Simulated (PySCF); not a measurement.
# C2H8AsB: the cost of one run

The runs use PySCF 2.14.0, with density-fitted response routines of our own; the level of theory stands in each step. All values are computed, except where a source is named. Atoms count from 0, in the outputs and in this text.

## 1. Starting geometry

12 atoms, charge 0, multiplicity 1; geometry from: GFN2-xTB. The atoms were then displaced at random by about 0.01 Å, so the start is not that level's minimum.

Bonds of the start (Å): B0–As1 2.00, As1–C2 2.02, C2–C3 1.48, B0–H4 1.16, B0–H5 1.14, As1–H6 1.51, C2–H7 1.09, C2–H8 1.07, C3–H9 1.11, C3–H10 1.08, C3–H11 1.11.

## 2. Relaxing the molecule at PBE0-D3(BJ)/def2-SVP

The job: settings as JSON, then the geometry in Å.

```
{"job": {"xc": "PBE0", "basis": "def2-SVP", "d3": "d3bj", "grid": 1, "shake": 0.01, "kind": "geom"}, "charge": 0, "multiplicity": 1}
B      2.462910    -0.313210     0.459130
As     0.810240     0.684730     0.994930
C     -0.570930    -0.431470     0.040350
C     -1.883320     0.244470    -0.000860
H      3.441570     0.263750     0.208760
H      2.458570    -1.455150     0.469710
H      0.918420     1.759000    -0.058150
H     -0.604020    -1.372150     0.584780
H     -0.212110    -0.650150    -0.945250
H     -2.645500    -0.388640    -0.502620
H     -1.862550     1.192730    -0.513510
H     -2.273600     0.437810     1.018420
```

On the command line:

```bash
$ OMP_NUM_THREADS=1 python probes_run.py task.json out
```

This one command runs all jobs of the session in turn.

**Question.** How long does this first job take on 1 thread of Arm Neoverse V2, shared host, and how much memory does it need?

About 32 s, with a peak of 0.45 GiB.
